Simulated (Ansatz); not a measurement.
# GeH5 (doublet): HSE06, B2PLYP, RPA-PBE over a scan of the distance H1–H2 along a hydrogen transfer, cc-pVDZ

One table from this session's results is given with a row withheld; the runs are named, their logs left out.

The runs use Ansatz 0.2.0, Gaussian basis; cc-pVDZ, all electrons in the functionals, frozen cores in the correlation of double hybrids and RPA.

Plan: HSE06, B2PLYP, RPA-PBE, at 0.745 Å; 0.830 Å; 1.000 Å; 1.169 Å; 1.339 Å.

## The system

The geometry derives from fragments relaxed apart (PBE0/def2-TZVP) and kept rigid, so it is no stationary point. A hydrogen atom is moved between rigid fragments. No spin-orbit coupling is included. The filled d shell of Ge may be among the frozen orbitals whatever the setting's name suggests; the logs give the count.

6 atoms, charge 0, spin multiplicity 2.

Atoms are counted from 1 here; the program's logs count them from 0.

Bond lengths: H1–H2 0.745 Å, Ge3–H4 1.539 Å, Ge3–H5 1.539 Å, Ge3–H6 1.539 Å. Angles: H4–Ge3–H5 111.2°, H4–Ge3–H6 111.2°, H5–Ge3–H6 111.2°.

No dispersion term is added. HSE06 is the plane-wave form.

The geometry shown and the zero of energy belong to the point 0.745 Å. The yardstick, RCCSDTQ, and other wave-function levels (R restricted, U unrestricted, valence and pair active spaces) come from earlier runs.

The first run:

in.yaml reads:

```yaml
crystal:
  periodic: [false, false, false]
  atoms:
    - {symbol: H, position_ang: [-2.822457, 0.000000, -0.000001]}
    - {symbol: H, position_ang: [-2.077457, 0.000000, -0.000001]}
    - {symbol: Ge, position_ang: [0.046543, 0.000000, 0.000000]}
    - {symbol: H, position_ang: [0.515212, -1.465915, 0.000000]}
    - {symbol: H, position_ang: [0.515212, 0.732957, -1.269519]}
    - {symbol: H, position_ang: [0.515211, 0.732957, 1.269520]}
basis:
  gaussian: {orbitals: cc-pVDZ}
magnetization: {spin_polarized: true, initial_magnetization: 1}
hamiltonian: {xc: {name: HSE06}}
```

Command:

```bash
> ansatz run in.yaml --threads 1 --pin off --events-out ev --progress --plain --max-ram 2816MiB --backend cpu
```

Steps of the session up to this table: HSE06, 0.745 Å; HSE06, 0.830 Å; HSE06, 1.000 Å; HSE06, 1.169 Å; HSE06, 1.339 Å; B2PLYP, 0.745 Å; B2PLYP, 0.830 Å; B2PLYP, 1.000 Å; B2PLYP, 1.169 Å; B2PLYP, 1.339 Å; RPA-PBE, 0.745 Å; RPA-PBE, 0.830 Å; RPA-PBE, 1.000 Å; RPA-PBE, 1.169 Å; RPA-PBE, 1.339 Å.

One of the session's tables, all rows but one given; the rest of the session is left out.

```
  level  0.830 Å  1.000 Å  1.169 Å  1.339 Å
RCCSDTQ        ?        ?        ?        ?
  HSE06      0.8     26.2     43.3     53.9
 B2PLYP      3.5     33.0     49.6     56.8
RPA-PBE      4.2     35.6     54.5     62.5
```

**Question.** Estimate the row for RCCSDTQ.

The run gave: 0.830 Å: 4.8; 1.000 Å: 36.9; 1.169 Å: 53.6; 1.339 Å: 58.2. In the column «0.830 Å» it is the highest.

Caveats from the session: Energies in kJ/mol, counted from 0.745 Å; blanks weren't run or aren't comparable.
